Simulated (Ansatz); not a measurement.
Working through a relaxation of cell and ions of Cs₂LiPdF₆, space group Fm-3m

With Ansatz 0.2.0, Python API.

Contents of `cs2lipdf6.cif`:
```cif
data_Cs2LiPdF6
_cell_length_a 6.181338
_cell_length_b 6.181338
_cell_length_c 6.181338
_cell_angle_alpha 60.00000
_cell_angle_beta 60.00000
_cell_angle_gamma 60.00000
_symmetry_space_group_name_H-M 'P 1'
_symmetry_Int_Tables_number 1
loop_
_symmetry_equiv_pos_as_xyz
'x, y, z'
loop_
_atom_site_label
_atom_site_type_symbol
_atom_site_fract_x
_atom_site_fract_y
_atom_site_fract_z
Cs1 Cs    0.750000    0.750000    0.750000
Cs2 Cs    0.250000    0.250000    0.250000
Li3 Li    0.500000    0.500000    0.500000
Pd4 Pd    0.000000    0.000000    0.000000
F5 F    0.760581    0.239419    0.239419
F6 F    0.239419    0.239419    0.760581
F7 F    0.239419    0.760581    0.760581
F8 F    0.239419    0.760581    0.239419
F9 F    0.760581    0.239419    0.760581
F10 F    0.760581    0.760581    0.239419
```

Interactive session:
```pycon
>>> import ansatz as az
>>> from ase.io import read
>>> import matplotlib.pyplot as plt
>>> import numpy as np
>>> def edges_and_angles(cell):
...     cell = np.asarray(cell)
...     a, b, c = np.linalg.norm(cell, axis=1)
...     cosines = cell[1] @ cell[2] / (b * c), cell[0] @ cell[2] / (a * c), cell[0] @ cell[1] / (a * b)
...     return (a, b, c, *np.degrees(np.arccos(cosines)))
...
>>> atoms = read('cs2lipdf6.cif')
>>> system = az.Crystal.from_ase(atoms)
>>> [site.symbol for site in system.resolved().sites]
['Cs', 'Cs', 'Li', 'Pd', 'F', 'F', 'F', 'F', 'F', 'F']
>>> # part of the cell is held
>>> setup = (
...     system.calculation()
...     .accuracy('medium')
...     .pseudopotentials('paw')
...     .occupations('cold', width=0.3)
...     .basis(380, density_ratio=4)
...     .functional('r2SCAN', dispersion='d4')
...     .kpoints(mesh=(3, 3, 3))
...     .relax(fix_cell=['a', 'angles'])
... )
>>> steps = []
>>> def collect(event):
...     if event['event'] == 'relax_step':
...         steps.append(event['data'])
...
>>> result = setup.session().plan().execute(on_event=collect)
DeckWarning: basis.ecutwfc = 380 eV is below the records' recommended 500 eV, and the density's cutoff is lower with it unless basis.ecutrho_ratio is high enough to keep the records' density cutoff: compare with a run at a higher cutoff
DeckWarning: basis.ecutrho_ratio = 4 (ecutrho = 1520 eV) is below the records' recommended 2000 eV
DeckWarning: crystal.symmetry: narrowed to the stabiliser of the fixed cell quantities (relax.cell.fix) — unitary ops 48 → 4. The narrowing is safe, since a smaller group never makes results wrong: the run goes on under it, on as many k-points as the starting group would need, or more. Excluded: 44 operations that [...]
>>> summary = result.report
>>> summary['converged'], summary['free_energy_ev']
(True, -23428.500264541388)
>>> print('step   energy (eV)     max comp. (eV/A)   P (GPa)  SCF')
step   energy (eV)     max comp. (eV/A)   P (GPa)  SCF
>>> for s in steps:
...     print(f'{s["step"]:4d} {s["lagrangian_ev"]:15.5f} {s["allowed_force_max_ev_ang"]:12.4f} {s["pressure_gpa"]:10.3f} {s["n_scf"]:5d}')
...
   1    -23428.26640       0.2713     -3.329    10
   2    -23428.41266       0.0357     -0.058     9
   3    -23428.39855       0.0293     -0.565     7
   4    -23428.39539       0.0144     -0.571    10
   5    -23428.39607       0.0115     -0.520     9
   6    -23428.39643       0.0333     -0.505    10
   7    -23428.39818       0.0812     -0.475    10
   8    -23428.40407       0.1524     -0.503     9
   9    -23428.44945       0.4228     -0.439    10
  10    -23428.24821       0.9317      0.989     9
  11    -23428.51886       0.1496     -0.783    13
  12    -23428.54384       0.0767      0.142     9
  13    -23428.54331       0.0370     -0.096     8
  14    -23428.54338       0.0086     -0.212     8
  15    -23428.49615       0.0088     -0.726    10
  16    -23428.52174       0.0092     -0.082     5
  17    -23428.51612       0.0038     -0.249     7
  18    -23428.49967       0.0038     -0.346     9
  19    -23428.50342       0.0007     -0.250     5
  20    -23428.50026       0.0007     -0.262     8
>>> first, last = steps[0], steps[-1]
>>> symbols = [site.symbol for site in result.lattice.sites]
>>> print(f'energy gained {first["lagrangian_ev"] - last["lagrangian_ev"]:.4f} eV in {len(steps) - 1} steps')
energy gained 0.2339 eV in 19 steps
>>> for label, vectors in (('before', first['cell_ang']), ('after', result.lattice.cell_ang)):
...     print(label, 'a b c (A) {:.4f} {:.4f} {:.4f}  angles {:.2f} {:.2f} {:.2f}'.format(*edges_and_angles(vectors)), f' V = {abs(np.linalg.det(vectors)):.3f} A^3')
...
before a b c (A) 6.1813 6.1813 6.1813  angles 60.00 60.00 60.00  V = 167.006 A^3
after a b c (A) 6.1813 6.0541 6.0541  angles 60.00 60.00 60.00  V = 160.199 A^3
>>> print('final stress xx yy zz (GPa, compression positive):', np.round(np.diag(summary['stress_gpa']), 3) + 0.0)
final stress xx yy zz (GPa, compression positive): [-0.386 -0.505  0.107]
>>> fig, (top, bottom) = plt.subplots(2, 1, sharex=True, figsize=(4.5, 4))
>>> top.plot([s['lagrangian_ev'] - last['lagrangian_ev'] for s in steps], 'o-')
[<matplotlib.lines.Line2D object at 0x...>]
>>> top.set_ylabel('E - E(final) (eV)')
Text(0, 0.5, 'E - E(final) (eV)')
>>> bottom.semilogy([max(s['allowed_force_max_ev_ang'], 1e-6) for s in steps], 's-')
[<matplotlib.lines.Line2D object at 0x...>]
>>> bottom.set(xlabel='step', ylabel='largest force (eV/A)')
[Text(0.5, 0, 'step'), Text(0, 0.5, 'largest force (eV/A)')]
>>> fig.tight_layout()
>>> fig.savefig('relax.png', dpi=100)
>>> print('relaxed fractional positions')
relaxed fractional positions
>>> for site in result.lattice.sites:
...     print(f'  {site.symbol:2s}', ' '.join(f'{v % 1:8.5f}' for v in np.round(site.position_frac, 5)))
...
  Cs  0.74809  0.75123  0.75123
  Cs  0.25191  0.24877  0.24877
  Li  0.50000  0.50000  0.50000
  Pd  0.00000  0.00000  0.00000
  F   0.73532  0.26490  0.26490
  F   0.22652  0.23018  0.77055
  F   0.26468  0.73510  0.73510
  F   0.22652  0.77055  0.23018
  F   0.77348  0.22945  0.76982
  F   0.77348  0.76982  0.22945
>>> for key in ('converged', 'n_iterations', 'n_electrons', 'n_kpoints', 'n_pw', 'n_symmetry_ops', 'free_energy_ev', 'fermi_energy_ev'):
...     print(f'{key:18s} {summary[key]}')
...
converged          True
n_iterations       8
n_electrons        81.0
n_kpoints          10
n_pw               2709
n_symmetry_ops     4
free_energy_ev     -23428.500264541388
fermi_energy_ev    5.372860076185034
>>> print(len(summary['kpoints_frac']), 'irreducible k-points (fractions, weight)')
10 irreducible k-points (fractions, weight)
>>> for k, weight in list(zip(summary['kpoints_frac'], summary['kweights']))[:8]:
...     print('  {:8.4f} {:8.4f} {:8.4f}'.format(*k), f'{weight:10.6f}')
...
    0.0000   0.0000   0.0000   0.037037
    0.0000   0.0000   0.3333   0.148148
    0.0000   0.3333   0.3333   0.074074
    0.0000   0.3333  -0.3333   0.074074
    0.3333   0.0000   0.0000   0.074074
    0.3333   0.0000   0.3333   0.148148
    0.3333   0.0000  -0.3333   0.148148
    0.3333   0.3333   0.3333   0.074074
```

Caveats:
- These settings explore the input space; cutoff and mesh may be short of convergence.
- The cutoff lies under the one recommended for these potentials.
- The cell holds an odd number of electrons and is run without spin, so a magnetic state may lie lower.
- Under the recommended cutoff a pressure can be off by several GPa, even in sign.
- Part of the cell is held or a pressure is applied, so the end point needn't be the zero-pressure lattice.
- Dispersion corrections can be off by several per cent in the lattices of metals, and by several GPa in the pressure at a fixed cell.
- The mesh is modest for a metal, so energies can be off by several to tens of meV an atom and pressures by half a GPa or more; differences at equal mesh fare better.
- Only differences from the Fermi energy are physical; the zero of the scale is a convention.
- Energies along a relaxation are free energies. Rows at an unchanged volume are solved on a plane-wave basis chosen afresh for that cell, so the energy can jump there; the script counts such rows among its steps.
- Edges and angles are those of the cell as typed, here a primitive one, not of the conventional cell.
- The cell relaxed to the group C2/m; tensors and edges are in the axes of the typed cell.
- This cell is a computed structure, which may not be the phase found in nature.
- Warnings are shown shortened and without file and line.
- Run time: 4.7 min on 1 thread of Arm Neoverse V1, with other jobs on the host, peak memory 0.86 GiB.
